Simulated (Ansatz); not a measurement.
Run this with the Ansatz DFT code, driven from Python and show what comes out.

`random_alloy_au.py`:
```python
# -*- coding: utf-8 -*-
"""Random Au-Al cells of 8 mixed sites, after relaxing cells and atoms."""

from collections import Counter
import warnings

import ansatz as az
import numpy as np


def fcc(A, a):
    return (
        az.Lattice.fcc(a)
        .space_group(225)
        .atom(A, (0, 0, 0))
        .primitive()
    )

A_FIRST, A_LAST = 4.07, 4.05


def run_phase(name, crystal):
    calc = (
        crystal.calculation()
        .functional("r2scan")
        .accuracy("low")
        .scf(tolerance=1e-05, self_checks="high")
        .basis(450)
        .kpoints(spacing=0.26)
        .occupations("cold", width=0.1)
        .band_table()
    )
    calc = calc.relax(force_tolerance=0.03, max_steps=60, cell=True)
    return calc.run(threads=1)

def relaxed_twice(name, crystal):
    # the second pass draws mesh and plane waves anew for the relaxed cell
    first = run_phase(name, crystal)
    again = az.Crystal(lattice=az.Lattice.of(first.lattice.cell_ang))
    for site in first.report["lattice"]["sites"]:
        again = again.atom(site["symbol"], site["position_frac"])
    return run_phase(name, again)


def volume_per_atom(outcome):
    return abs(np.linalg.det(outcome.lattice.cell_ang)) / len(outcome.lattice.sites)


def counts(outcome):
    return Counter(site.symbol for site in outcome.lattice.sites)


def main():
    warnings.simplefilter("ignore", az.DeckWarning)

    phases = {"Au": fcc("Au", A_FIRST), "Al": fcc("Al", A_LAST)}
    for k in [4]:
        a = A_FIRST + (A_LAST - A_FIRST) * k / 8
        supercell = fcc("Au", a).supercell(2).resolved()
        for seed in [71, 26]:
            drawn = supercell.site_disorder().occupy("Au", Au=8 - k, Al=k).random(seed=seed)
            phases[f"Au{8 - k}Al{k} seed {seed}"] = drawn.crystal

    done = {}
    for name, crystal in phases.items():
        done[name] = relaxed_twice(name, crystal)
        print(f"{name}: {done[name].report['energy_sigma0_ev']:.4f} eV, {len(done[name].lattice.sites)} atoms")

    # mixing quantities against the straight line between the end members, both on this lattice
    x = {name: counts(o)["Al"] / (counts(o)["Au"] + counts(o)["Al"]) for name, o in done.items()}
    first, last = min(x, key=x.get), max(x, key=x.get)
    energy = {name: o.report["energy_sigma0_ev"] / len(o.lattice.sites) for name, o in done.items()}
    volume = {name: volume_per_atom(o) for name, o in done.items()}
    rows = []
    for name in sorted(done, key=x.get):
        line = lambda table: (1 - x[name]) * table[first] + x[name] * table[last]
        rows.append((name, x[name], 1000 * (energy[name] - line(energy)), volume[name], 100 * (volume[name] / line(volume) - 1)))
    print("      cell       x(Al)  E_mix (meV/atom)  V (A^3/atom)  excess V (%)")
    for row in rows:
        print(f"{str(row[0]):>10}  {row[1]:10.3f}  {row[2]:+16.1f}  {row[3]:12.3f}  {row[4]:+12.2f}")


if __name__ == "__main__":
    main()
```

```console
$ python random_alloy_au.py
Au: -13163.5156 eV, 1 atoms
Al: -540.4167 eV, 1 atoms
Au4Al4 seed 71: -54817.3936 eV, 8 atoms
Au4Al4 seed 26: -54817.3936 eV, 8 atoms
      cell       x(Al)  E_mix (meV/atom)  V (A^3/atom)  excess V (%)
        Au       0.000              +0.0        17.528         +0.00
Au4Al4 seed 71       0.500            -208.0        16.934         +1.18
Au4Al4 seed 26       0.500            -208.0        16.934         +1.18
        Al       1.000              +0.0        15.943         +0.00
```

These settings explore the input space; cutoff and mesh may be short of convergence. The cutoff lies under the one recommended for these potentials. For the metals among these phases the mesh is modest: differences between phases can be off by up to 40 meV an atom. The program warned that this SCF threshold is loose for forces or stresses. Spin-orbit coupling, which matters for elements this heavy, is left out. Cells of eight mixed sites are far from the random limit, and both end members stand on the same lattice, which need not be their own. Differences under about 40 meV an atom lie within the error of mesh and functional. The cells are prototypes set up for this calculation and needn't exist. The script silences the warnings on its input, which a real study should read. Run time: 16 min on 1 thread of Arm Neoverse V1, with other jobs on the host, peak memory 0.78 GiB.
